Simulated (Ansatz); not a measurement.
Working through a comparison of functionals at one structure of ZrB₂, space group P6/mmm

Computed with the Ansatz DFT code, driven from Python.

Notebook, run cell by cell (the value of a cell's last expression is shown):

In [1]:
```python
import ansatz

params = {
    'kmesh': (10, 10, 8),
    'filling': 'Fermi-Dirac',
    'smearing_width': 0.05,
}

xtal = (
    ansatz.Lattice.from_parameters(3.17, 3.17, 3.533, alpha=90, beta=90, gamma=120)
    .space_group(191)
    .atom('Zr', (0.0, 0.0, 0.0))
    .atom('B', (1 / 3, 2 / 3, 0.5))
)
```

In [2]:
```python
[site.symbol for site in xtal.resolved().sites]
```
Out [2]:
```text
['Zr', 'B', 'B']
```

In [3]:
```python
calc = (
    xtal.calculation()
    .kpoints(*params['kmesh'])
    .occupations(params['filling'], width=params['smearing_width'])
)
```

In [4]:
```python
rows = []
for value in ['blyp', 'r2scan', 'revpbe', 'pbesol', 'lda']:
    rep = calc.functional(value).run().report
    rows.append((value, rep['free_energy_ev'] / len(rep['lattice']['sites']), rep['n_iterations'], rep['n_kpoints']))
```
```text
DeckWarning: basis.ecutwfc = 420 eV, auto-derived from the records' recommended cutoffs: set by Zr (normal level)
DeckWarning: basis.ecutwfc = 500 eV, auto-derived from the records' recommended cutoffs: set by Zr (their level for a meta-GGA)
```

In [5]:
```python
print('  functional   F/atom (eV)    iterations      k-points')
for row in rows:
    print(f'{str(row[0]):>12s}  {row[1]:12.5f}  {row[2]:12d}  {row[3]:12d}')
```
```text
  functional   F/atom (eV)    iterations      k-points
        blyp   -1503.90546             6            70
      r2scan   -1503.77659             6            70
      revpbe   -1501.70984             6            70
      pbesol   -1479.07047             6            70
         lda   -1460.08046             6            70
```

Reading the output:
- The run is spin-unpolarised.
- BLYP can be off by several per cent in the lattices of metals, and by several GPa in the pressure at a fixed cell.
- For a metal this k-point mesh is coarse: on a finer one energies can move by several to tens of meV an atom and pressures by half a GPa or more, differences at one mesh by less.
- The starting cell is as deposited in a crystallographic database; the results hold for this polymorph, which needn't be the stable one.
- Warnings are shown shortened and without file and line.
- Total energies of different functionals can't be compared; pressures, moments and gaps at this one structure can.
- Finished in 8.3 s on 1 thread of Arm Neoverse V2, on a shared host, peak memory 0.42 GiB.
